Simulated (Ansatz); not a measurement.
# CH5FO3Si: up Jacob's ladder to CCSD(T)

An exercise on one series of results from a longer session: the logs are not shown, and one member is left open.

Computed with Ansatz 0.2.0, Gaussian basis. Level: functionals in def2-TZVPP, the program's frozen cores in correlated methods.

Plan: PBE-D4, r2SCAN-D4, PBE0-D4, B3LYP-D4, ωB97X-V, ωB97M-V, B2PLYP; CCSD(T)/def2-TZVPP; MP2/def2-QZVPP; extrapolation to the limit.

### The geometry

An earlier PBE0-D4 in a triple-zeta def2 set relaxation fixed the geometry.

SMILES `OC(O)(F)O[SiH3]`, 11 atoms, charge 0, spin multiplicity 1.

Atoms are counted from 1 here; the program's logs count them from 0.

Bond lengths: O1–C2 1.379 Å, O1–H7 0.963 Å, C2–O3 1.368 Å, C2–F4 1.363 Å, C2–O5 1.355 Å, O3–H8 0.962 Å, O5–Si6 1.673 Å, Si6–H9 1.481 Å, Si6–H10 1.481 Å, Si6–H11 1.480 Å. Angles: C2–O1–H7 108.2°, O1–C2–O3 113.5°, O1–C2–F4 108.4°, O1–C2–O5 108.3°, O3–C2–F4 104.8°, O3–C2–O5 111.5°, F4–C2–O5 110.4°, C2–O3–H8 107.4°, C2–O5–Si6 123.9°, O5–Si6–H9 110.7°, O5–Si6–H10 110.8°, O5–Si6–H11 103.7°, H9–Si6–H10 110.5°, H9–Si6–H11 110.9°, H10–Si6–H11 110.0°.

The first run:

in.yaml reads:

```yaml
crystal:
  periodic: [false, false, false]
  atoms:
    - {symbol: O, position_ang: [0.176449, -1.400830, -0.328351]}
    - {symbol: C, position_ang: [-0.823714, -0.524124, 0.037813]}
    - {symbol: O, position_ang: [-1.684411, -1.036571, 0.969078]}
    - {symbol: F, position_ang: [-1.600241, -0.277205, -1.054512]}
    - {symbol: O, position_ang: [-0.245703, 0.621031, 0.473774]}
    - {symbol: Si, position_ang: [1.145404, 1.275305, -0.187196]}
    - {symbol: H, position_ang: [-0.236206, -2.204044, -0.663543]}
    - {symbol: H, position_ang: [-1.248946, -0.980624, 1.825448]}
    - {symbol: H, position_ang: [1.075734, 1.266372, -1.666411]}
    - {symbol: H, position_ang: [2.345029, 0.543192, 0.281142]}
    - {symbol: H, position_ang: [1.162007, 2.660499, 0.333259]}
basis:
  gaussian: {orbitals: def2-TZVPP}
hamiltonian: {xc: pbe, dispersion: d4}
output: {forces: true, orbitals: {seedname: orbitals}}
```

Started as:

```bash
ansatz run in.yaml --threads 4 --pin off --events-out ev --progress --plain --max-ram 10444MiB
```

Among the steps run: PBE-D4 (GGA); r2SCAN-D4 (meta-GGA); PBE0-D4 (hybrid); B3LYP-D4 (hybrid); ωB97X-V (range-separated); ωB97M-V (range-separated); B2PLYP (double hybrid); CCSD(T) in def2-TZVPP; MP2 in def2-QZVPP.

One table of the session follows, with a row left open; its other results are not shown here.

It belongs to the step «Atomisation energies». 

```
            method  atomisation energy (eV)
            PBE-D4                   43.616
         r2SCAN-D4                   42.798
           PBE0-D4                   42.374
          B3LYP-D4                   42.378
           ωB97X-V                   42.882
           ωB97M-V                   42.874
            B2PLYP                   42.073
     HF/def2-TZVPP                   29.197
    MP2/def2-TZVPP                   42.745
   CCSD/def2-TZVPP                   40.740
CCSD(T)/def2-TZVPP                   41.503
           MP2/CBS                        ?
       CCSD(T)/CBS                   42.809
```

**Question.** Estimate the row for MP2/CBS.

**Answer.** atomisation energy (eV): 44.051. In the column «atomisation energy (eV)» it is the highest.
